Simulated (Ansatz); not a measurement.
Working through a ladder of basis sets of FH4NSn, SMILES [NH2][SnH2][F]

With the Python package of Ansatz (0.2.0).

The script reads `fh4nsn.xyz`:
```text
7

N    -1.01490    0.12700   -0.82740
Sn    0.38670   -0.13790    0.58740
F     0.36200   -2.00330    1.10170
H    -0.91680    1.18300   -1.13370
H    -0.79240   -0.40980   -1.68650
H     0.05580    0.88200    1.98360
H     1.98090    0.29100   -0.07090
```

Notebook, run cell by cell (the value of a cell's last expression is shown):

In [1]:
```python
import warnings

import ansatz as az

XC = "HF"
```

In [2]:
```python
warnings.simplefilter("ignore", az.DeckWarning)

fh4nsn = az.Crystal.molecule_from_extxyz("fh4nsn.xyz")
```

In [3]:
```python
setup = fh4nsn.calculation().functional(XC)
```

In [4]:
```python
energies = {}
for basis in ["def2-SVP", "def2-SVPD", "def2-TZVP", "def2-TZVPP"]:
    rep = setup.basis(gaussian=basis).run(threads=1).report
    size = rep["n_frozen"] + rep["n_occupied"][0] + rep["n_virtual"][0]
    energies[basis] = (rep["reference_energy_ev"] / 27.211386246, rep["free_energy_ev"] / 27.211386246)
    print(f"{basis:14s} {size:4d} orbitals  reference {energies[basis][0]:14.6f} Ha  total {energies[basis][1]:14.6f} Ha")

last = energies["def2-TZVPP"][1]
for basis, (_, total) in energies.items():
    print(f"{basis:14s} lies {27.211386 * (total - last):9.4f} eV above def2-TZVPP")
```
```text
def2-SVP         74 orbitals  reference    -369.430069 Ha  total    -369.430069 Ha
def2-SVPD       107 orbitals  reference    -369.449440 Ha  total    -369.449440 Ha
def2-TZVP       136 orbitals  reference    -369.643233 Ha  total    -369.643233 Ha
def2-TZVPP      168 orbitals  reference    -369.645522 Ha  total    -369.645522 Ha
def2-SVP       lies    5.8628 eV above def2-TZVPP
def2-SVPD      lies    5.3357 eV above def2-TZVPP
def2-TZVP      lies    0.0623 eV above def2-TZVPP
def2-TZVPP     lies    0.0000 eV above def2-TZVPP
```

Against def2-SVP: def2-SVPD -19.4 mHa, def2-TZVP -213.2 mHa and def2-TZVPP -215.5 mHa. The last step alone is -2.29 mHa (these two sets differ little on atoms other than hydrogen). From the first set to the last the time grows from 0.6 to 1.2 s.

Notes:
- The drop along the ladder measures the basis error, and is no property of the molecule.
- The geometry is a force-field or estimated start, not a minimum of this method, and the last set is no limit. Much of the fall in a total is atomic energy, which cancels in bond and reaction energies.
- def2 sets replace the cores of elements past krypton by effective core potentials.
- Hardware and time: 3.6 s on 1 thread of Arm Neoverse V2 (shared host), peak memory 0.31 GiB.
